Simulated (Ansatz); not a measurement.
C4H4O, SMILES O=CC1=CC1, energies of removing a hydrogen

With Ansatz's Python interface.

Typed at the interpreter:
```pycon
>>> import ansatz
>>> def single_point(molecule, charge=0, unpaired=0):
...     calc = molecule.calculation().basis(gaussian='def2-SVP').functional('r2scan0')
...     if charge:
...         calc = calc.charge(charge)
...     if unpaired:
...         calc = calc.spin('collinear', total=unpaired)
...     return calc.run().report['free_energy_ev']
...
>>> GEOMETRY = '''
... O     2.36940    0.92890    0.04170
... C     1.60320   -0.02350   -0.02200
... C     0.17480    0.13310    0.00800
... C    -0.90960    0.84810    0.07670
... C    -1.07530   -0.57340   -0.03060
... H     1.96430   -1.06060   -0.10630
... H    -1.35840    1.80680    0.15610
... H    -1.39590   -0.95860   -0.98600
... H    -1.37260   -1.10080    0.86240
... '''
>>> def without(molecule, index):
...     rest = ansatz.Crystal.molecule()
...     for i, site in enumerate(molecule.cartesian_sites):
...         if i != index:
...             rest = rest.atom(site.symbol, site.position_ang)
...     return rest
...
>>> geometry = ansatz.Crystal.molecule()
>>> for line in GEOMETRY.strip().splitlines():
...     symbol, *xyz = line.split()
...     geometry = geometry.atom(symbol, [float(v) for v in xyz])
...
>>> whole = single_point(geometry, 0)
>>> hydrogen = single_point(ansatz.Crystal.molecule().atom('H', (0, 0, 0)), 0, 1)
>>> print(f'E(molecule) = {whole:.5f} eV, E(H) = {hydrogen:.5f} eV')
E(molecule) = -6247.68177 eV, E(H) = -13.58464 eV
>>> for index in [5, 6, 8]:
...     radical = single_point(without(geometry, index), 0, 1)
...     print(f'H{index}: homolysis {96.485332 * (radical + hydrogen - whole):.1f} kJ/mol')
...
H5: homolysis 402.9 kJ/mol
H6: homolysis 490.0 kJ/mol
H8: homolysis 423.7 kJ/mol
```

What to keep in mind:
- Total energies depend on the basis set; only differences at equal settings carry meaning.
- The geometry is a force-field or estimated start, not a minimum of this method, and the basis set is short of its limit. All parts are taken at fixed geometry, without zero-point energy.
- The expectation value of S² is noticeably off S(S+1) in at least one run, so that state is spin-contaminated.
- Hardware and time: 42 s on 1 thread of Arm Neoverse V2 (shared host), peak memory 0.3 GiB.
